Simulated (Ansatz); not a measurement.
**C₄H₁₁BN₂: basis-set convergence**

Aim: see how fast density functionals converge with the basis set for C₄H₁₁BN₂.

The runs use Ansatz 0.2.0, Gaussian basis; one geometry, several basis sets.

The runs, in order: PBE0-D4/def2-SVP; ωB97M-V/def2-SVP; PBE0-D4/def2-QZVPP; ωB97M-V/def2-QZVPP; the functionals' def2-TZVPP values are taken from earlier runs.

1 further run of the same task is left out (it didn't finish). Runs told in other sessions of the task aren't counted.

### 1 Structure used throughout

An earlier PBE0-D4 in a triple-zeta def2 set relaxation fixed the geometry.

SMILES `CC1=[N+](C)[BH2-]N1C`, 18 atoms, charge 0, spin multiplicity 1.

Atoms are counted from 1 here; the program's logs count them from 0.

Bond lengths: C1–C2 1.484 Å, C1–H8 1.093 Å, C1–H9 1.089 Å, C1–H10 1.091 Å, C2–N3 1.322 Å, C2–N6 1.321 Å, N3–C4 1.426 Å, N3–B5 1.584 Å, C4–H11 1.097 Å, C4–H12 1.092 Å, C4–H13 1.094 Å, B5–N6 1.584 Å, B5–H14 1.210 Å, B5–H15 1.210 Å, N6–C7 1.426 Å, C7–H16 1.096 Å, C7–H17 1.093 Å, C7–H18 1.092 Å. Angles: C2–C1–H8 110.2°, C2–C1–H9 111.1°, C2–C1–H10 110.5°, H8–C1–H9 108.2°, H8–C1–H10 107.9°, H9–C1–H10 108.8°, C1–C2–N3 128.5°, C1–C2–N6 129.6°, N3–C2–N6 101.9°, C2–N3–C4 128.7°, C2–N3–B5 88.7°, C4–N3–B5 138.6°, N3–C4–H11 112.1°, N3–C4–H12 109.9°, N3–C4–H13 111.1°, H11–C4–H12 107.7°, H11–C4–H13 108.1°, H12–C4–H13 107.9° and more.

### 2 PBE0-D4 in def2-SVP

in.yaml reads:

```yaml
crystal:
  periodic: [false, false, false]
  atoms:
    - {symbol: C, position_ang: [1.434299, 0.603296, 0.974808]}
    - {symbol: C, position_ang: [0.270082, 0.135261, 0.183240]}
    - {symbol: N, position_ang: [0.264071, -0.480562, -0.986584]}
    - {symbol: C, position_ang: [1.332489, -1.160952, -1.642221]}
    - {symbol: B, position_ang: [-1.315539, -0.557291, -0.896983]}
    - {symbol: N, position_ang: [-1.019142, 0.195954, 0.464965]}
    - {symbol: C, position_ang: [-1.716692, 1.015285, 1.400270]}
    - {symbol: H, position_ang: [1.944969, -0.246926, 1.434888]}
    - {symbol: H, position_ang: [1.122432, 1.282984, 1.766659]}
    - {symbol: H, position_ang: [2.151134, 1.117918, 0.332662]}
    - {symbol: H, position_ang: [1.367200, -2.225261, -1.377802]}
    - {symbol: H, position_ang: [1.207673, -1.091801, -2.724810]}
    - {symbol: H, position_ang: [2.298473, -0.716017, -1.386457]}
    - {symbol: H, position_ang: [-1.897505, 0.118051, -1.714394]}
    - {symbol: H, position_ang: [-1.739690, -1.681223, -0.754507]}
    - {symbol: H, position_ang: [-2.140157, 1.906292, 0.921710]}
    - {symbol: H, position_ang: [-1.060441, 1.342516, 2.210867]}
    - {symbol: H, position_ang: [-2.541254, 0.453675, 1.845486]}
basis:
  gaussian: {orbitals: def2-SVP}
hamiltonian: {xc: pbe0, dispersion: d4}
output: {orbitals: {seedname: orbitals}}
```

Started as:

```
> ansatz run in.yaml --threads 4 --pin off --events-out ev --progress --plain --max-ram 11315MiB
```

Further steps of the session: ωB97M-V in def2-SVP; PBE0-D4 in def2-QZVPP; ωB97M-V in def2-QZVPP.

Q: Predict the results of all the runs planned. Wanted: PBE0-D4: double and triple zeta above quadruple; ωB97M-V: double and triple zeta above quadruple.

**Answer**, as computed:

```
                                       quantity          value
PBE0-D4: double and triple zeta above quadruple  9.04, 0.45 eV
ωB97M-V: double and triple zeta above quadruple  9.48, 0.43 eV
```

For PBE0-D4 the step from double to triple zeta gains 8.59 eV and the next only 0.45 eV. These are total energies; as a rule much of such shifts cancels in differences, which this series doesn't test. The LUMO of ωB97M-V is positive and keeps falling with the basis (2.50 to 1.43 eV): an unbound level that the basis holds in place.
